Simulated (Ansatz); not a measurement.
# C₂H₇AlSSi: a ladder of functionals and wavefunction methods

One table from this session's results is given with a row withheld; the runs are named, their logs left out.

Method: functionals in def2-TZVPP, the program's frozen cores in correlated methods; program: Ansatz 0.2.0, Gaussian basis.

Levels to be run: LDA (SPW92), PBE-D4, revPBE-D4, BLYP-D4, r2SCAN-D4, B97M-V, PBE0-D4, B3LYP-D4, r2SCANh-D4, r2SCAN0-D4, HSE06-D4, BHLYP-D4, CAM-B3LYP-D4, LC-ωPBE, ωB97X-V, ωB97M-V, B2PLYP, PBE-QIDH; CCSD(T)/def2-SVP; CCSD(T)/def2-TZVPP; MP2/def2-QZVPP; extrapolation to the limit; RPA on PBE.

## The relaxed structure

An earlier PBE0-D4 in a triple-zeta def2 set relaxation fixed the geometry.

SMILES `C[SiH]1[CH2][Al]1[SH]`, 12 atoms, charge 0, spin multiplicity 1.

Atoms are counted from 1 here; the program's logs count them from 0.

Bond lengths: C1–Si2 1.873 Å, C1–H6 1.092 Å, C1–H7 1.094 Å, C1–H8 1.091 Å, Si2–C3 1.922 Å, Si2–Al4 2.323 Å, Si2–H9 1.492 Å, C3–Al4 1.949 Å, C3–H10 1.100 Å, C3–H11 1.089 Å, Al4–S5 2.178 Å, S5–H12 1.345 Å. Angles: Si2–C1–H6 110.7°, Si2–C1–H7 110.2°, Si2–C1–H8 111.0°, H6–C1–H7 108.3°, H6–C1–H8 108.2°, H7–C1–H8 108.5°, C1–Si2–C3 119.7°, C1–Si2–Al4 134.4°, C1–Si2–H9 110.5°, C3–Si2–Al4 53.7°, C3–Si2–H9 110.3°, Al4–Si2–H9 113.4°, Si2–C3–Al4 73.8°, Si2–C3–H10 110.2°, Si2–C3–H11 120.3°, Al4–C3–H10 106.5°, Al4–C3–H11 132.2°, H10–C3–H11 109.1° and more.

Set-up of the first run:

Contents of in.yaml:

```yaml
crystal:
  periodic: [false, false, false]
  atoms:
    - {symbol: C, position_ang: [-1.226887, -1.587634, 0.884288]}
    - {symbol: Si, position_ang: [0.151733, -0.329761, 0.725411]}
    - {symbol: C, position_ang: [1.143526, -0.206382, -0.916038]}
    - {symbol: Al, position_ang: [0.467535, 1.585153, -0.551912]}
    - {symbol: S, position_ang: [0.575159, 3.566464, -1.450312]}
    - {symbol: H, position_ang: [-1.812143, -1.406573, 1.788793]}
    - {symbol: H, position_ang: [-0.811152, -2.597722, 0.940950]}
    - {symbol: H, position_ang: [-1.900861, -1.538433, 0.027244]}
    - {symbol: H, position_ang: [1.082942, -0.426449, 1.887106]}
    - {symbol: H, position_ang: [0.546490, -0.602412, -1.750883]}
    - {symbol: H, position_ang: [2.153728, -0.608606, -0.979183]}
    - {symbol: H, position_ang: [-0.293070, 4.097155, -0.571465]}
basis:
  gaussian: {orbitals: def2-TZVPP}
hamiltonian: {xc: lda}
output: {orbitals: {seedname: orbitals}}
```

Among the steps run: LDA; PBE-D4 (GGA); revPBE-D4 (GGA); BLYP-D4 (GGA); r2SCAN-D4 (meta-GGA); B97M-V (meta-GGA); PBE0-D4 (hybrid); B3LYP-D4 (hybrid); r2SCANh-D4 (hybrid); r2SCAN0-D4 (hybrid); HSE06-D4 (hybrid); BHLYP-D4 (hybrid); CAM-B3LYP-D4 (range-separated); LC-ωPBE (range-separated); ωB97X-V (range-separated); ωB97M-V (range-separated); B2PLYP (double hybrid); PBE-QIDH (double hybrid).

One of the session's tables, all rows but one given; the rest of the session is left out.

It belongs to the step «Frontier levels by functional». 

| functional | HOMO (eV) | LUMO (eV) | gap (eV) |
| --- | --- | --- | --- |
| LDA (SPW92) | -5.04 | -2.31 | 2.74 |
| PBE-D4 | -4.94 | -2.10 | 2.83 |
| revPBE-D4 | -4.89 | -2.01 | 2.88 |
| BLYP-D4 | -4.79 | -1.92 | 2.87 |
| r2SCAN-D4 | ? | ? | ? |
| B97M-V | -5.11 | -1.96 | 3.15 |
| PBE0-D4 | -5.91 | -1.36 | 4.55 |
| B3LYP-D4 | -5.73 | -1.50 | 4.23 |
| r2SCANh-D4 | -5.48 | -1.64 | 3.83 |
| r2SCAN0-D4 | -6.02 | -1.26 | 4.76 |
| HSE06-D4 | -5.52 | -1.73 | 3.79 |
| BHLYP-D4 | -6.78 | -0.50 | 6.27 |
| CAM-B3LYP-D4 | -7.12 | -0.34 | 6.78 |
| LC-ωPBE | -8.35 | 0.65 | 9.00 |
| ωB97X-V | -8.07 | 0.56 | 8.62 |
| ωB97M-V | -7.85 | 0.34 | 8.19 |

**Question.** Estimate the row for r2SCAN-D4.

Worked estimate for «HOMO (eV)». Against the share of exact exchange, r2SCANh-D4 (0.1, -5.48), r2SCAN0-D4 (0.25, -6.02) give a slope of -3.60 per unit share; at 0 the line stands at -5.12.

As computed: HOMO (eV): -5.12; LUMO (eV): -1.90; gap (eV): 3.21. In «HOMO (eV)» the line misses by 0.00.
